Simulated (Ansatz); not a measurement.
**CH5ClOSeSi: a ladder of functionals and wavefunction methods**

The task here is to estimate one member of a computed series from the others.

Program: Ansatz 0.2.0, Gaussian basis. Level of theory: functionals in def2-TZVPP, the program's frozen cores in correlated methods. These are calculated values, not measurements.

The runs, in order: LDA (SPW92), PBE-D4, revPBE-D4, BLYP-D4, r2SCAN-D4, B97M-V, PBE0-D4, B3LYP-D4, r2SCANh-D4, r2SCAN0-D4, HSE06-D4, BHLYP-D4, CAM-B3LYP-D4, LC-ωPBE, ωB97X-V, ωB97M-V, B2PLYP, PBE-QIDH; CCSD(T)/def2-SVP; CCSD(T)/def2-TZVPP; MP2/def2-QZVPP; extrapolation to the limit; RPA on PBE.

**Structure used throughout**

All runs share one geometry, relaxed beforehand with PBE0-D4 in a triple-zeta def2 set.

10 atoms, charge 0, spin multiplicity 1.

Atoms are counted from 1 here; the program's logs count them from 0.

Bond lengths: O1–C2 1.416 Å, O1–H6 0.961 Å, C2–Si3 1.885 Å, C2–H7 1.100 Å, C2–H8 1.094 Å, Si3–Cl4 2.052 Å, Si3–Se5 2.269 Å, Si3–H9 1.484 Å, Se5–H10 1.470 Å. Angles: C2–O1–H6 109.0°, O1–C2–Si3 113.3°, O1–C2–H7 112.4°, O1–C2–H8 106.7°, Si3–C2–H7 108.8°, Si3–C2–H8 108.9°, H7–C2–H8 106.5°, C2–Si3–Cl4 108.8°, C2–Si3–Se5 111.3°, C2–Si3–H9 110.9°, Cl4–Si3–Se5 112.8°, Cl4–Si3–H9 107.7°, Se5–Si3–H9 105.2°, Si3–Se5–H10 92.3°.

The first run:

File in.yaml:

```yaml
crystal:
  periodic: [false, false, false]
  atoms:
    - {symbol: O, position_ang: [-0.141576, 0.128552, 2.081362]}
    - {symbol: C, position_ang: [-0.557220, 0.349238, 0.746186]}
    - {symbol: Si, position_ang: [0.544867, -0.497084, -0.527991]}
    - {symbol: Cl, position_ang: [2.470695, 0.166300, -0.280092]}
    - {symbol: Se, position_ang: [-0.231967, -0.175859, -2.635037]}
    - {symbol: H, position_ang: [-0.210495, -0.809044, 2.278663]}
    - {symbol: H, position_ang: [-1.598237, 0.039354, 0.574787]}
    - {symbol: H, position_ang: [-0.522830, 1.429857, 0.581361]}
    - {symbol: H, position_ang: [0.545512, -1.968551, -0.333186]}
    - {symbol: H, position_ang: [-0.215549, 1.286138, -2.483051]}
basis:
  gaussian: {orbitals: def2-TZVPP}
hamiltonian: {xc: lda}
output: {orbitals: {seedname: orbitals}}
```

Command:

```bash
ansatz run in.yaml --threads 4 --pin off --events-out ev --progress --plain --max-ram 10444MiB
```

Among the steps run: LDA; PBE-D4 (GGA); revPBE-D4 (GGA); BLYP-D4 (GGA); r2SCAN-D4 (meta-GGA); B97M-V (meta-GGA); B3LYP-D4 (hybrid); r2SCANh-D4 (hybrid); r2SCAN0-D4 (hybrid); HSE06-D4 (hybrid); BHLYP-D4 (hybrid); CAM-B3LYP-D4 (range-separated); LC-ωPBE (range-separated); ωB97X-V (range-separated); ωB97M-V (range-separated); B2PLYP (double hybrid); PBE-QIDH (double hybrid).

One table of the session follows, with a row left open; its other results are not shown here.

It belongs to the step «Frontier levels by functional». 

```
  functional  HOMO (eV)  gap (eV)
 LDA (SPW92)      -6.26      4.95
      PBE-D4      -6.10      4.99
   revPBE-D4      -6.04      5.01
     BLYP-D4      -5.96      4.94
   r2SCAN-D4      -6.40      5.55
      B97M-V      -6.49      5.59
     PBE0-D4      -7.34      7.11
    B3LYP-D4      -7.10      6.61
  r2SCANh-D4      -6.86      6.33
  r2SCAN0-D4      -7.53      7.46
    HSE06-D4      -6.94      6.33
    BHLYP-D4      -8.38      9.04
CAM-B3LYP-D4      -8.64      9.44
     LC-ωPBE          ?         ?
     ωB97X-V      -9.66     11.52
     ωB97M-V      -9.52     11.11
```

Q: Estimate the row for LC-ωPBE from the others.

**Answer.** HOMO (eV): -10.00; gap (eV): 12.01. In the column «HOMO (eV)» it is the lowest.
